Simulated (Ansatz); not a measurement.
C2H6FNSi, SMILES C=C(F)[SiH2]N, a rigid torsion scan

Program: Ansatz 0.2.0, Python API.

The cells in order, each with its output:

In [1]:
```python
import ansatz as az
from ase import Atoms
```

In [2]:
```python
BASIS = "6-31G*"
XC = "PBE0"
VDW = "d3bj"
FORCE_TOL = 0.02
```

In [3]:
```python
atoms = Atoms(["C", "C", "F", "Si", "N", "H", "H", "H", "H", "H", "H"], positions=[
    (1.2187, 1.2063, 0.901),
    (0.8069, 0.0325, 0.4581),
    (1.7707, -0.8467, 0.183),
    (-0.8386, -0.5266, 0.1636),
    (-1.1525, -0.7766, -1.5192),
    (0.4483, 2.0448, 1.1174),
    (2.2481, 1.4906, 1.0258),
    (-1.1373, -1.8154, 0.8223),
    (-1.8844, 0.5048, 0.6411),
    (-0.4837, -1.462, -1.804),
    (-0.9307, 0.0912, -1.9685),
])
```

In [4]:
```python
# start the scan from a relaxed geometry
first = (
    az.Crystal.molecule_from_ase(atoms).calculation()
    .basis(gaussian=BASIS)
    .functional(XC, dispersion=VDW)
    .relax(force_tolerance=FORCE_TOL, max_steps=80)
)
atoms.positions = first.run().report["positions_ang"]
```

In [5]:
```python
start = atoms.get_dihedral(1, 3, 4, 9)
energies = {}
for turn in range(0, 360, 40):
    turned = atoms.copy()
    turned.set_dihedral(1, 3, 4, 9, start + turn, indices=[4, 9, 10])
    calc = (
        az.Crystal.molecule_from_ase(turned).calculation()
        .basis(gaussian=BASIS)
        .functional(XC, dispersion=VDW)
    )
    energies[round((start + turn) % 360)] = calc.run().report["free_energy_ev"]
floor = min(energies.values())
print("dihedral C1-Si3-N4-H9 (deg)   E - E(min) (kcal/mol)")
for angle, e in sorted(energies.items()):
    print(f"{angle:8d} {23.060548 * (e - floor):14.3f}  " + "#" * int(30 * (e - floor) / max(max(energies.values()) - floor, 1e-9)))
```
```text
dihedral C1-Si3-N4-H9 (deg)   E - E(min) (kcal/mol)
      38          1.647  ############
      78          0.000
     118          1.559  ############
     158          3.617  ############################
     198          3.401  ##########################
     238          1.984  ###############
     278          1.648  ############
     318          3.135  ########################
     358          3.862  ##############################
```

The scan is rigid and the energies are electronic, in a modest basis. With rigid groups the curve can differ much from the relaxed path, the start wasn't checked as a minimum of this torsion, and equivalent turns needn't return to the same energy. Finished in 82 s on 1 thread of Arm Neoverse V2, on a shared host, peak memory 0.26 GiB.
